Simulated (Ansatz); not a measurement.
# CH5BrO2Si: one species, many methods

How much do the methods differ for CH5BrO2Si? The plan is to run it at one geometry with functionals of several rungs and with coupled cluster, and see how far each lands from CCSD(T) at the basis-set limit for the atomisation energy.

Program: Ansatz 0.2.0, Gaussian basis. Level of theory: functionals in def2-TZVPP, the program's frozen cores in correlated methods. These are calculated values, not measurements.

The runs, in order: LDA (SPW92), PBE-D4, revPBE-D4, BLYP-D4, r2SCAN-D4, B97M-V, PBE0-D4, B3LYP-D4, r2SCANh-D4, r2SCAN0-D4, HSE06-D4, BHLYP-D4, CAM-B3LYP-D4, LC-ωPBE, ωB97X-V, ωB97M-V, B2PLYP, PBE-QIDH; CCSD(T)/def2-SVP; CCSD(T)/def2-TZVPP; MP2/def2-QZVPP; extrapolation to the limit; RPA on PBE.

### 1 The relaxed structure

An earlier PBE0-D4 in a triple-zeta def2 set relaxation fixed the geometry.

SMILES `C[Si](O)(O)Br`, 10 atoms, charge 0, spin multiplicity 1.

Atoms are counted from 1 here; the program's logs count them from 0.

Bond lengths: C1–Si2 1.840 Å, C1–H6 1.091 Å, C1–H7 1.093 Å, C1–H8 1.091 Å, Si2–O3 1.636 Å, Si2–O4 1.627 Å, Si2–Br5 2.244 Å, O3–H9 0.958 Å, O4–H10 0.959 Å. Angles: Si2–C1–H6 110.8°, Si2–C1–H7 109.6°, Si2–C1–H8 110.6°, H6–C1–H7 108.6°, H6–C1–H8 108.6°, H7–C1–H8 108.6°, C1–Si2–O3 113.9°, C1–Si2–O4 107.4°, C1–Si2–Br5 109.5°, O3–Si2–O4 109.4°, O3–Si2–Br5 106.2°, O4–Si2–Br5 110.4°, Si2–O3–H9 117.5°, Si2–O4–H10 117.9°.

### 2 LDA

This LDA is Slater exchange with PW92 correlation.

File in.yaml:

```yaml
crystal:
  periodic: [false, false, false]
  atoms:
    - {symbol: C, position_ang: [-0.682252, -1.244973, 0.128722]}
    - {symbol: Si, position_ang: [0.157165, 0.375362, -0.106413]}
    - {symbol: O, position_ang: [1.088589, 0.829849, 1.159104]}
    - {symbol: O, position_ang: [1.079703, 0.256399, -1.441453]}
    - {symbol: Br, position_ang: [-1.381985, 1.988339, -0.359803]}
    - {symbol: H, position_ang: [-1.349870, -1.213086, 0.991388]}
    - {symbol: H, position_ang: [0.065750, -2.024303, 0.294363]}
    - {symbol: H, position_ang: [-1.267341, -1.505792, -0.754837]}
    - {symbol: H, position_ang: [0.731010, 1.487185, 1.757318]}
    - {symbol: H, position_ang: [1.642233, 0.999919, -1.665491]}
basis:
  gaussian: {orbitals: def2-TZVPP}
hamiltonian: {xc: lda}
output: {orbitals: {seedname: orbitals}}
```

Started as:

```sh
ansatz run in.yaml --threads 2 --pin off --events-out ev --progress --plain --max-ram 22528MiB --backend cpu
```

Further steps of the session: PBE-D4 (GGA); revPBE-D4 (GGA); BLYP-D4 (GGA); r2SCAN-D4 (meta-GGA); B97M-V (meta-GGA); PBE0-D4 (hybrid); B3LYP-D4 (hybrid); r2SCANh-D4 (hybrid); r2SCAN0-D4 (hybrid); HSE06-D4 (hybrid); BHLYP-D4 (hybrid); CAM-B3LYP-D4 (range-separated); LC-ωPBE (range-separated); ωB97X-V (range-separated); ωB97M-V (range-separated); B2PLYP (double hybrid); PBE-QIDH (double hybrid); CCSD(T) in def2-SVP; CCSD(T) in def2-TZVPP; MP2 in def2-QZVPP; RPA on PBE orbitals.

Q: Predict the results of all the runs planned. Wanted: atomisation energy, CCSD(T)/CBS; farthest beyond LDA; mean size of error, GGA; mean size of error, meta-GGA; mean size of error, hybrid; mean size of error, range-separated; mean size of error, double hybrid; gap, smallest and largest; T1 diagnostic.

As calculated:

| quantity | value |
| --- | --- |
| atomisation energy, CCSD(T)/CBS | 925.4 kcal/mol |
| functionals within 9.3 kcal/mol (1.0 %) | PBE-D4, r2SCAN-D4, B97M-V, r2SCANh-D4, CAM-B3LYP-D4, ωB97X-V, ωB97M-V |
| farthest beyond LDA | BHLYP-D4 (-37.8 kcal/mol) |
| mean size of error, GGA | 12.4 kcal/mol |
| mean size of error, meta-GGA | 4.4 kcal/mol |
| mean size of error, hybrid | 16.5 kcal/mol |
| mean size of error, range-separated | 6.9 kcal/mol |
| mean size of error, double hybrid | 15.6 kcal/mol |
| gap, smallest and largest | 6.58 eV (BLYP-D4), 13.88 eV (LC-ωPBE) |
| T1 diagnostic | 0.0095 |
| triples share of the correlation energy | 3.5 % |

**Reading.** LDA overbinds by 124.3 kcal/mol (13 %). PBE-D4 misses by +4.8 kcal/mol. Double hybrids carry the basis error of their MP2 part in triple zeta, and no dispersion term here, so their miss is partly the set-up's. The rungs meta-GGA, range-separated miss on average by less than the doubt on the reference (9.3 kcal/mol), so they tie. The reference freezes the cores and leaves out relativity and excitations past (T), and its outer-core shells are covered unevenly, so misses under about 9.3 kcal/mol can't be ranked. All levels share the lack of spin-orbit coupling, which lowers the free heavy atoms and so the true binding. Hartree-Fock recovers 72 % of the binding; the rest is correlation. CCSD(T) in def2-SVP is off by -74.7 kcal/mol, which most functionals beat. Orbital gaps span 6.6 to 13.9 eV; exact exchange widens them. Correlated methods include outer-core shells of Br, which these sets cover unevenly.
